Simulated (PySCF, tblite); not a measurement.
**C₆H₁₀O₂Si: geometry, infrared bands, NMR shifts, electronic excitations and core binding energies**

What infrared bands, NMR shifts, electronic excitations and core binding energies should C₆H₁₀O₂Si (`CC(=O)O[SiH]1CC=CC1`) show?

Computed with tblite 0.8.0 and PySCF 2.14.0, with density-fitted response routines of our own, on a single molecule in the gas phase. Atoms count from 0, in the outputs and in this text.

### Step 1. The molecule as given

19 atoms, charge 0, multiplicity 1; geometry from: force field or distance geometry start.

Bonds of the start (Å): C0–C1 1.50, C1–O2 1.28, C1–O3 1.40, O3–Si4 1.72, Si4–C5 1.89, C5–C6 1.47, C6–C7 1.29, C7–C8 1.46, C8–Si4 1.86, C0–H9 1.10, C0–H10 1.12, C0–H11 1.11, Si4–H12 1.44, C5–H13 1.10, C5–H14 1.10, C6–H15 1.12, C7–H16 1.13, C8–H17 1.10, C8–H18 1.12.

### Step 2. Geometry optimisation with GFN2-xTB

What the job is given:

```
{"job": {"kind": "relax", "xc": "GFN2-xTB", "basis": "xTB"}, "charge": 0, "multiplicity": 1}
C      3.421300     0.797100     0.223700
C      2.263500    -0.126900    -0.002900
O      2.405000    -1.385800     0.202000
O      1.018000     0.345500    -0.423500
Si    -0.324000    -0.704800    -0.669100
C     -1.764200     0.170500    -1.535000
C     -2.379900     0.821300    -0.375600
C     -2.190600     0.275800     0.776800
C     -1.387000    -0.946900     0.840900
H      4.016700     0.410900     1.067200
H      4.076500     0.778000    -0.685600
H      3.085800     1.828700     0.470400
H     -0.021200    -1.978600    -1.257300
H     -1.436200     0.830200    -2.346500
H     -2.426900    -0.634400    -1.900100
H     -2.990400     1.754500    -0.492200
H     -2.639700     0.710400     1.718400
H     -0.785100    -1.042200     1.759300
H     -1.951300    -1.893900     0.636800
```

Started as:

```sh
OMP_NUM_THREADS=1 python probes_run.py task.json out
```

The driver reads the jobs from task.json and runs them one after another.

**Question.** This job is followed by: GFN2-xTB harmonic vibrations, gas phase; PBE0-D3(BJ)/def2-SVP geometry optimisation, gas phase; GIAO PBE0/pcSseg-1 NMR shielding, non-relativistic, gas phase; TDDFT B3LYP/def2-SVPD, vertical, gas phase, core orbitals frozen in the response; GIAO PBE/pcSseg-1 NMR shielding, non-relativistic, gas phase; delta-SCF UKS SCAN, pcX-2 on the ionised atom, pcseg-1 elsewhere, spin-free X2C. What will the session give for the following? strongest single infrared mode (GFN2-xTB); zero-point energy (GFN2-xTB); point group; rotational constants (main isotopes); 13C shifts against TMS (PBE0/pcSseg-1, means over atoms taken as alike); 1H shifts against TMS (PBE0/pcSseg-1, means over atoms taken as alike); 17O shifts against H2O (PBE0/pcSseg-1); 29Si shifts against TMS (PBE0/pcSseg-1); lowest singlet (B3LYP/def2-SVPD); brightest single state of those computed; lowest triplet; vertical ionisation energy (ΔSCF); C1s binding energies, SCAN/pcX-2 (standing for 5 of 6 atoms); O1s binding energies, SCAN/pcX-2; Si1s binding energies, SCAN/pcX-2; Si2p binding energies, SCAN/pcX-2; range of the shift of O3.

**Answer**, as computed:

```
                                                               quantity                               value
                              strongest single infrared mode (GFN2-xTB)               1219 cm⁻¹, 597 km/mol
                                           zero-point energy (GFN2-xTB)                       91.3 kcal/mol
                                                            point group                                  C1
                                   rotational constants (main isotopes)                3.18, 0.84, 0.76 GHz
13C shifts against TMS (PBE0/pcSseg-1, means over atoms taken as alike)        178.4, 140.2, 22.6, 18.7 ppm
 1H shifts against TMS (PBE0/pcSseg-1, means over atoms taken as alike)    6.08, 5.40, 2.06, 1.67, 1.64 ppm
                                 17O shifts against H2O (PBE0/pcSseg-1)                    475.4, 227.8 ppm
                                29Si shifts against TMS (PBE0/pcSseg-1)                            27.0 ppm
                                       lowest singlet (B3LYP/def2-SVPD)         5.74 eV (216 nm), f = 0.001
                               brightest single state of those computed         state 5, 6.92 eV, f = 0.120
                                                         lowest triplet                             4.33 eV
                                      vertical ionisation energy (ΔSCF)                             9.08 eV
           C1s binding energies, SCAN/pcX-2 (standing for 5 of 6 atoms)  C0 291.31, C6 290.20, C5 290.17 eV
                                       O1s binding energies, SCAN/pcX-2             O3 538.65, O2 537.61 eV
                                      Si1s binding energies, SCAN/pcX-2                      Si4 1846.93 eV
                                      Si2p binding energies, SCAN/pcX-2                       Si4 107.27 eV
                                               range of the shift of O3                  227.8 to 243.3 ppm
```

What this shows: Over 121 steps the energy fell by 1.059 eV; of the close pairs, C1–O2 changed most, 1.283 to 1.201 Å (GFN2-xTB). All 51 modes are real, so the xTB geometry is a minimum. The strongest single mode, at 1219 cm⁻¹, moves mainly C1. GFN2-xTB is a fitted tight-binding method: band positions and strengths are rough. Its intensities can rank the bands wrongly. The optimisation took 8 steps and gained 0.212 eV; among the close pairs (by a distance rule), Si4–H12 changed most, from 1.440 to 1.487 Å (PBE0/def2-SVP). H15, H16 (mean) (hydrogen on an alkene CH) lies farthest downfield among hydrogen, at 6.08 ppm; olefinic region. At PBE0/pcSseg-1: The largest span, 632 ppm, is at O2, where the paramagnetic term is -544 ppm. The first singlet state (HOMO−1→LUMO 0.85, HOMO→LUMO 0.10) lies at 5.74 eV and is dark; of the 10 states computed, the strongest absorption comes from state 5 at 6.92 eV. The lowest triplet lies 1.41 eV below the lowest singlet (triplets in Tamm-Dancoff, singlets in full TDDFT). ΔSCF puts the ionisation energy at 9.08 eV, 2.11 eV above −ε(HOMO). C0 (methyl carbon α to a carbonyl) binds its C1s electron 1.14 eV more tightly than C5 (allylic sp3 CH2 bonded to Si). Only 5 of the 6 C atoms are covered by sound results. The O1s levels kept as sound span 1.04 eV, from O2 (carbonyl oxygen) up to O3 (oxygen bonded to C, Si).
